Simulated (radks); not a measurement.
# Ionisation of Tc: one atom, several choices of relativity

The task here is to estimate one member of a computed series from the others.

Program: radks (a radial shooting solver on a logarithmic mesh, Libxc functionals) version 1. Level of theory: Kohn-Sham, PBE, spin-unpolarised, spherical densities. These are calculated values, not measurements, unless marked.

## Starting point

```
element       : technetium (Z = 43)
charge        : 0
electrons     : 43
configuration : [Kr] 4d5 5s2
ion           : Tc⁺, [Kr] 4d5 5s1
choices       : non-relativistic; scalar-relativistic; Dirac, 2j+1 shares; Dirac, low j first; scalar-relativistic, finite nucleus; Dirac, 2j+1 shares, finite nucleus; Dirac, c × 0.75; Dirac, c × 10; Dirac, c × 3
```

Set-up of the first run:

Input:

```text
Z 43
configuration [Kr] 4d5 5s2
relativity non-relativistic
functional pbe,pbe
spin unpolarised
nucleus point
```

Among the steps run: non-relativistic: Tc.

One of the session's tables, all rows but one given; the rest of the session is left out.

It belongs to the step «non-relativistic: Tc». From the orbitals of this run (lengths in bohr):

```
level     <r>  outermost maximum (interpolated)  90 % within  nodes
   2p  0.1325                             0.103        0.215      0
   3s  0.4274                             0.383        0.630      2
   3p  0.4216                             0.371        0.635      1
   3d  0.3984                             0.312        0.634      0
   4s   1.086                             0.974         1.58      3
   4p       ?                                 ?            ?      ?
   4d   1.694                              1.26         2.74      1
   5s   3.407                              2.83         5.11      4
```

Estimate the missing values for 4p.

As computed: <r>: 1.184; outermost maximum (interpolated): 1.03; 90 % within: 1.75; nodes: 2. In the column «<r>» it lies between 4s (1.086) and 4d (1.694).

To keep in mind: Spin polarisation and multiplet splitting of open shells are left out at every level.
